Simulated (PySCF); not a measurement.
# C5H7NO2S: magnetic properties

What do calculations give for the magnetic properties of C5H7NO2S (`C[S@@](=O)c1cc(N)co1`)?

Computed with PySCF 2.14.0 and routines of our own; the level stands in each step. Atoms count from 0.

## 1. The system as given

16 atoms, charge 0, multiplicity 1; geometry from: GFN2-xTB.

## 2. Magnetic properties: GIAO B3LYP/pcSseg-1

Job settings and geometry (Å):

```
{"job": {"kind": "mag", "xc": "B3LYP", "basis": "pcSseg-1", "isotopologues": 0}, "charge": 0, "multiplicity": 1}
C     -2.763795    -0.308929     0.689516
S     -1.922620    -1.136521    -0.741146
O     -2.267984    -0.354747    -1.926079
C     -0.276327    -0.560894    -0.273479
C      0.579950     0.274221    -0.925809
C      1.769619     0.305244    -0.143352
N      2.937771     0.967376    -0.468113
C      1.534368    -0.525320     0.919642
O      0.290355    -1.062924     0.838419
H     -2.583595     0.758819     0.637164
H     -3.826791    -0.511818     0.610329
H     -2.364828    -0.732626     1.603666
H      0.381670     0.796714    -1.838067
H      3.557968     1.137164     0.308197
H      2.807625     1.774338    -1.058171
H      2.139017    -0.811154     1.755871
```

Method: GIAO B3LYP/pcSseg-1 magnetisability, rotational g tensor and spin-rotation constants, non-relativistic, gas phase.

On the command line:

```sh
> OMP_NUM_THREADS=1 python excited_run.py task.json out
```

The driver reads the jobs from task.json and runs them one after another.

What it wrote:

```text
coarse grid: 14632 points
cycle   1  E = -797.6993680143  dE =  1.949e+00  |g| = 1.073e+00  |ddm| = 4.058e+00
cycle   2  E = -796.5210949387  dE =  1.178e+00  |g| = 2.594e+00  |ddm| = 5.369e+00
cycle   3  E = -797.8844538983  dE = -1.363e+00  |g| = 3.895e-01  |ddm| = 4.816e+00
cycle   4  E = -797.9123333806  dE = -2.788e-02  |g| = 1.924e-01  |ddm| = 5.986e-01
cycle   5  E = -797.9183325025  dE = -5.999e-03  |g| = 7.427e-02  |ddm| = 1.794e-01
cycle   6  E = -797.9194012208  dE = -1.069e-03  |g| = 1.969e-02  |ddm| = 6.881e-02
cycle   7  E = -797.9194885717  dE = -8.735e-05  |g| = 6.094e-03  |ddm| = 2.533e-02
cycle   8  E = -797.9194971924  dE = -8.621e-06  |g| = 1.589e-03  |ddm| = 6.857e-03
final grid: 138800 points
cycle   9  E = -798.0066695285  dE = -3.323e-05  |g| = 8.968e-03  |ddm| = 3.179e-02
cycle  10  E = -798.0066414193  dE =  2.811e-05  |g| = 1.471e-02  |ddm| = 2.257e-02
cycle  11  E = -798.0066857690  dE = -4.435e-05  |g| = 2.537e-03  |ddm| = 1.732e-02
cycle  12  E = -798.0066869506  dE = -1.182e-06  |g| = 3.783e-04  |ddm| = 2.802e-03
cycle  13  E = -798.0066869714  dE = -2.079e-08  |g| = 2.268e-04  |ddm| = 5.005e-04
cycle  14  E = -798.0066869821  dE = -1.069e-08  |g| = 5.746e-05  |ddm| = 2.535e-04
cycle  15  E = -798.0066869828  dE = -7.033e-10  |g| = 1.875e-05  |ddm| = 7.516e-05
converged SCF energy = -798.0066869828

Magnetisability tensor (1e-30 J/T^2)
    -1255.96      132.02      109.00
      132.02    -1411.60     -196.23
      109.00     -196.23    -1284.86
isotropic -1317.47   principal values   -1632.11  -1180.66  -1139.65
isotropic susceptibility -79.340 1e-6 cm^3/mol

Inertial axes            a          b          c
rot. const./GHz      3.3605     0.8484     0.7378
chi total           -71.621    -70.513    -95.886
chi diamagnetic    -473.929  -1489.179  -1696.466
chi paramagnetic    402.307   1418.666   1600.580
quadrupole/D A        9.546     -4.909     -4.637
g nuclear            0.5783     0.5541     0.5536
g electronic        -0.6351    -0.5655    -0.5547
g total             -0.0568    -0.0114    -0.0012

Spin-rotation constants (kHz, H = +C I.J)
atom  isotope        aa         bb         cc
  6    14N        0.135      0.049      0.039
  9     1H       -0.340     -0.081      0.008
 10     1H        0.164     -0.102     -0.082
 11     1H       -0.328      0.014     -0.081
 12     1H       -0.331      0.083     -0.081
 13     1H       -0.066     -0.057     -0.084
 14     1H       -0.382     -0.006     -0.057
 15     1H       -0.097      0.029     -0.080
  0    13C*       0.796      0.158      0.128
  1    33S*       1.553      0.304      0.322
  2    17O*       0.039     -0.188     -0.035
  3    13C*       1.518      0.359      0.198
  4    13C*       1.139      0.334      0.103
  5    13C*       1.595      0.312      0.135
  7    13C*       1.302      0.294      0.169
  8    17O*      -1.272     -0.270     -0.091
* in the singly substituted isotopologue
```

It took 77 s on 1 thread of Arm Neoverse N1, shared host; peak memory 0.86 GiB.

From this job:

| quantity | value |
| --- | --- |
| magnetisability | -1317·10⁻³⁰ J/T² |
| molar susceptibility | -79.3·10⁻⁶ cm³/mol |
| rotational g (a, b, c) | -0.0568, -0.0114, -0.0012 |

Orbitals, density, ELF and potential are computed afterwards from the orbital file.

Frontier orbitals at B3LYP/pcSseg-1, with the share of their density that lies nearest to each atom:

| orbital | energy (eV) | lies on |
| --- | --- | --- |
| HOMO | -5.76 | C7 30 %; N6 20 %; C3, C5 about 12 % each |
| LUMO | -0.47 | C3 22 %; C4, C7 about 13 % each; S1 13 % |

ELF in a plane through or near 6 of the atoms.

Ten even steps from '0' (0.00) to '9' (1.00):
```
0000000000000000000000000000
0000000000000000000000000000
0000000000000000000000000000
0000000001100000000000000000
0000000027630000000100000000
0000000027750010018971000000
0000000004773142049994000000
0000175003674242049983320000
0000899614881011026448995000
0000799855660145015539997000
0000157366686776114669995000
0000027663576764001223760000
0000039980047630000000000000
0000029970179830145310000000
0000003400299920256420000000
0000000000079700123210000000
0000000000000000000000000000
0000000000000000000000000000
0000000000000000000000000000
0000000000000000000000000000
```
The map spans 13.0 Å across and 9.6 Å up, centred on the molecule. Atoms in the plane (x, y in Å): C0 (2.8, 0.4), N6 (-3.1, -0.4), H10 (3.9, 0.2), H11 (2.6, 1.4), H13 (-3.7, 0.4), H14 (-3.2, -1.2).

log10 of the density (e/Å³) in the same plane.

Ten even steps from ' ' (-4.0) to '@' (1.5):
```
                                                        
                                                        
                  ........                              
              ..::::--::::..        ......              
            ..::--======----::::..::----::::..          
            ..::==++++++======------======--::..        
        ..::----==++****++++++======******==--::..      
      ..--========++******++++++==++**##**++==--::..    
    ..::==++****++******++++++++==++**%%####**++--::    
    ..--==**##########**++++++++++++##@@%%####++==::    
    ..--==**##%%########********++++**##******++--::    
    ..::==++##%%##******##****++++++++++++++====::..    
      ::--++**##**++++******++====++++++==----::..      
      ..::==++**++====++****++====++++++==--::..        
        ..::--==----==++++++==--==++++++==--..          
          ..::::::::--======--::--======--::            
                    ..::::::....::::--::::              
                        ..        ....                  
                                                        
                                                        
```
The map spans 13.0 Å across and 9.6 Å up, centred on the molecule. Atoms in the plane (x, y in Å): C0 (2.8, 0.4), N6 (-3.1, -0.4), H10 (3.9, 0.2), H11 (2.6, 1.4), H13 (-3.7, 0.4), H14 (-3.2, -1.2).

On the surface of density 0.002 e/bohr³ the electrostatic potential runs, from the 1st to the 99th percentile, from -2.00 V near O2 to 1.88 V near H13.

## 3. Magnetic properties: GIAO revPBE/pcseg-1

Settings changed since step 2:

```diff
@@ -1,2 +1,2 @@
-{"job": {"kind": "mag", "xc": "B3LYP", "basis": "pcSseg-1", "isotopologues": 0}, "charge": 0, "multiplicity": 1}
+{"job": {"kind": "mag", "xc": "revPBE", "basis": "pcseg-1", "scf": {"level_shift": 0.2}}, "charge": 0, "multiplicity": 1}
 C     -2.763795    -0.308929     0.689516
```

Method: GIAO revPBE/pcseg-1 magnetisability, rotational g tensor and spin-rotation constants, non-relativistic, gas phase.

What it wrote:

```text
final grid: 138800 points
cycle   1  E = -797.5483718227  dE =  1.741e+00  |g| = 1.008e+00  |ddm| = 4.555e+00
cycle   2  E = -797.0352600940  dE =  5.131e-01  |g| = 1.950e+00  |ddm| = 3.311e+00
cycle   3  E = -797.7174550007  dE = -6.822e-01  |g| = 4.943e-01  |ddm| = 1.526e+00
cycle   4  E = -797.7651633224  dE = -4.771e-02  |g| = 1.614e-01  |ddm| = 4.927e-01
cycle   5  E = -797.7711542008  dE = -5.991e-03  |g| = 2.620e-02  |ddm| = 2.341e-01
cycle   6  E = -797.7713934063  dE = -2.392e-04  |g| = 1.513e-02  |ddm| = 7.729e-02
cycle   7  E = -797.7714409228  dE = -4.752e-05  |g| = 7.423e-03  |ddm| = 2.389e-02
cycle   8  E = -797.7714522187  dE = -1.130e-05  |g| = 2.994e-03  |ddm| = 1.057e-02
cycle   9  E = -797.7714541984  dE = -1.980e-06  |g| = 6.976e-04  |ddm| = 4.266e-03
cycle  10  E = -797.7714543683  dE = -1.699e-07  |g| = 1.667e-04  |ddm| = 1.594e-03
cycle  11  E = -797.7714543863  dE = -1.800e-08  |g| = 8.297e-05  |ddm| = 5.956e-04
cycle  12  E = -797.7714543906  dE = -4.363e-09  |g| = 4.165e-05  |ddm| = 2.945e-04
cycle  13  E = -797.7714543917  dE = -1.049e-09  |g| = 2.916e-05  |ddm| = 1.413e-04
cycle  14  E = -797.7714543920  dE = -3.306e-10  |g| = 1.342e-05  |ddm| = 7.134e-05
level shift removed, Fock matrix diagonalised once more
converged SCF energy = -797.7714543920

Magnetisability tensor (1e-30 J/T^2)
    -1241.38      130.77      110.45
      130.77    -1400.91     -192.43
      110.45     -192.43    -1273.67
isotropic -1305.32   principal values   -1617.50  -1168.05  -1130.42
isotropic susceptibility -78.608 1e-6 cm^3/mol

Inertial axes            a          b          c
rot. const./GHz      3.3605     0.8484     0.7378
chi total           -70.756    -70.010    -95.058
chi diamagnetic    -473.563  -1488.941  -1695.666
chi paramagnetic    402.806   1418.930   1600.607
quadrupole/D A        9.719     -4.519     -5.201
g nuclear            0.5783     0.5541     0.5536
g electronic        -0.6359    -0.5656    -0.5548
g total             -0.0576    -0.0115    -0.0012

Spin-rotation constants (kHz, H = +C I.J)
atom  isotope        aa         bb         cc
  6    14N        0.134      0.047      0.035
  9     1H       -0.348     -0.080      0.007
 10     1H        0.166     -0.102     -0.084
 11     1H       -0.325      0.015     -0.081
 12     1H       -0.333      0.081     -0.083
 13     1H       -0.068     -0.057     -0.086
 14     1H       -0.390     -0.006     -0.058
 15     1H       -0.098      0.029     -0.082
  0    13C*       0.730      0.142      0.115
  1    33S*       1.573      0.294      0.322
  2    17O*       0.026     -0.191     -0.033
  3    13C*       1.402      0.335      0.188
  4    13C*       1.030      0.304      0.092
  5    13C*       1.443      0.290      0.127
  7    13C*       1.169      0.277      0.155
  8    17O*      -1.208     -0.251     -0.089
* in the singly substituted isotopologue
```

It took 67 s on 1 thread of Arm Neoverse N1, shared host; peak memory 0.65 GiB.

In short:

| quantity | value |
| --- | --- |
| magnetisability | -1305·10⁻³⁰ J/T² |
| molar susceptibility | -78.6·10⁻⁶ cm³/mol |
| rotational g (a, b, c) | -0.0576, -0.0115, -0.0012 |

## 4. Magnetic properties side by side

| level | ξ (10⁻³⁰ J/T²) | g(a) | g(b) | gap (eV) | functions | time |
| --- | --- | --- | --- | --- | --- | --- |
| GIAO B3LYP/pcSseg-1 | -1317 | -0.0568 | -0.0114 | 5.29 | 195 | 77 s |
| GIAO revPBE/pcseg-1 | -1305 | -0.0576 | -0.0115 | 3.76 | 165 | 67 s |

## 5. Results

```
                                            quantity                      value
       magnetisability (step 2, GIAO B3LYP/pcSseg-1)           -1317·10⁻³⁰ J/T²
  molar susceptibility (step 2, GIAO B3LYP/pcSseg-1)         -79.3·10⁻⁶ cm³/mol
rotational g (a, b, c) (step 2, GIAO B3LYP/pcSseg-1)  -0.0568, -0.0114, -0.0012
               surface potential, 1st and 99th percentile         -2.00 V and 1.88 V
                     magnetisability over the levels  -1317 to -1305·10⁻³⁰ J/T²
```

**Reading.** By nearest atom (B3LYP/pcSseg-1), the HOMO sits on C7 30 %; N6 20 % and the LUMO on C3 22 %; C4, C7 about 13 % each. The magnetisability spreads by 0.9 % over 2 levels of like cost. Two levels can agree by chance, so this spread shows no convergence. Vibrational averaging and real surroundings are missing from these values.
